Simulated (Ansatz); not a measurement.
# C₂H₆Se: a ladder of functionals and wavefunction methods

How much do the methods differ for C₂H₆Se? The plan is to run it at one geometry with functionals of several rungs and with coupled cluster, and see how far each lands from CCSD(T) at the basis-set limit for the atomisation energy.

Computed with Ansatz 0.2.0, Gaussian basis. Level: functionals in def2-TZVPP, the program's frozen cores in correlated methods.

The runs, in order: LDA (SPW92), PBE-D4, revPBE-D4, BLYP-D4, r2SCAN-D4, B97M-V, PBE0-D4, B3LYP-D4, r2SCANh-D4, r2SCAN0-D4, HSE06-D4, BHLYP-D4, CAM-B3LYP-D4, LC-ωPBE, ωB97X-V, ωB97M-V, B2PLYP, PBE-QIDH; CCSD(T)/def2-SVP; CCSD(T)/def2-TZVPP; MP2/def2-QZVPP; extrapolation to the limit; RPA on PBE.

## (1) Structure used throughout

An earlier PBE0-D4 in a triple-zeta def2 set relaxation fixed the geometry.

SMILES `CC[SeH]`, 9 atoms, charge 0, spin multiplicity 1.

Atoms are counted from 1 here; the program's logs count them from 0.

Bond lengths: C1–C2 1.512 Å, C1–H4 1.095 Å, C1–H5 1.091 Å, C1–H6 1.092 Å, C2–Se3 1.958 Å, C2–H7 1.092 Å, C2–H8 1.090 Å, Se3–H9 1.469 Å. Angles: C2–C1–H4 110.4°, C2–C1–H5 111.2°, C2–C1–H6 111.2°, H4–C1–H5 108.4°, H4–C1–H6 107.8°, H5–C1–H6 107.8°, C1–C2–Se3 114.0°, C1–C2–H7 111.4°, C1–C2–H8 112.1°, Se3–C2–H7 103.6°, Se3–C2–H8 107.8°, H7–C2–H8 107.4°, C2–Se3–H9 95.0°.

## (2) LDA

This LDA is Slater exchange with PW92 correlation.

The input, in.yaml:

```yaml
crystal:
  periodic: [false, false, false]
  atoms:
    - {symbol: C, position_ang: [-0.462760, 0.619868, -0.594682]}
    - {symbol: C, position_ang: [0.220044, -0.651568, -0.143796]}
    - {symbol: Se, position_ang: [1.467305, -0.399485, 1.344151]}
    - {symbol: H, position_ang: [-1.112984, 0.419996, -1.452435]}
    - {symbol: H, position_ang: [0.266851, 1.377373, -0.885647]}
    - {symbol: H, position_ang: [-1.080685, 1.040494, 0.201574]}
    - {symbol: H, position_ang: [0.845245, -1.070725, -0.934655]}
    - {symbol: H, position_ang: [-0.495647, -1.419834, 0.148162]}
    - {symbol: H, position_ang: [0.441130, 0.037681, 2.300228]}
basis:
  gaussian: {orbitals: def2-TZVPP}
hamiltonian: {xc: lda}
output: {orbitals: {seedname: orbitals}}
```

After this run come: PBE-D4 (GGA); revPBE-D4 (GGA); BLYP-D4 (GGA); r2SCAN-D4 (meta-GGA); B97M-V (meta-GGA); PBE0-D4 (hybrid); B3LYP-D4 (hybrid); r2SCANh-D4 (hybrid); r2SCAN0-D4 (hybrid); HSE06-D4 (hybrid); BHLYP-D4 (hybrid); CAM-B3LYP-D4 (range-separated); LC-ωPBE-D4 (range-separated); ωB97X-V (range-separated); ωB97M-V (range-separated); B2PLYP (double hybrid); PBE-QIDH (double hybrid); CCSD(T) in def2-SVP; CCSD(T) in def2-TZVPP; MP2 in def2-QZVPP; RPA on PBE orbitals.

**Question.** What will the summary of the whole plan be? Wanted: atomisation energy, CCSD(T)/CBS; farthest beyond LDA; mean size of error, GGA; mean size of error, meta-GGA; mean size of error, hybrid; mean size of error, range-separated; mean size of error, double hybrid; gap, smallest and largest; T1 diagnostic.

The runs gave:

| quantity | value |
| --- | --- |
| atomisation energy, CCSD(T)/CBS | 3154.9 kJ/mol |
| functionals within 31.5 kJ/mol (1.0 %) | revPBE-D4, BLYP-D4, r2SCAN-D4, B97M-V, PBE0-D4, B3LYP-D4, r2SCANh-D4, HSE06-D4, CAM-B3LYP-D4, ωB97X-V, ωB97M-V, PBE-QIDH |
| farthest beyond LDA | BHLYP-D4 (-77.8 kJ/mol) |
| mean size of error, GGA | 29.1 kJ/mol |
| mean size of error, meta-GGA | 4.0 kJ/mol |
| mean size of error, hybrid | 22.6 kJ/mol |
| mean size of error, range-separated | 12.5 kJ/mol |
| mean size of error, double hybrid | 30.6 kJ/mol |
| gap, smallest and largest | 4.47 eV (BLYP-D4), 11.52 eV (LC-ωPBE) |
| T1 diagnostic | 0.0085 |
| triples share of the correlation energy | 3.6 % |

The LDA atomisation energy is off by 416.1 kJ/mol (13 %): it overbinds. PBE-D4 misses by +38.8 kJ/mol. Double hybrids carry the basis error of their MP2 part in triple zeta, and no dispersion term here, so their miss is partly the set-up's. The rungs meta-GGA, range-separated, hybrid, GGA, double hybrid miss on average by less than the doubt on the reference (31.5 kJ/mol), so they tie. The reference freezes the cores and leaves out relativity and excitations past (T), and its outer-core shells are covered unevenly, so misses under about 31.5 kJ/mol can't be ranked. All levels share the lack of spin-orbit coupling, which lowers the free heavy atoms and so the true binding. Hartree-Fock recovers 74 % of the binding; the rest is correlation. CCSD(T) in def2-SVP is off by -153.7 kJ/mol, more than most functionals: a good method in a small basis is no reference. Orbital gaps span 4.5 to 11.5 eV; exact exchange widens them. Correlated methods include outer-core shells of Se, which these sets cover unevenly.
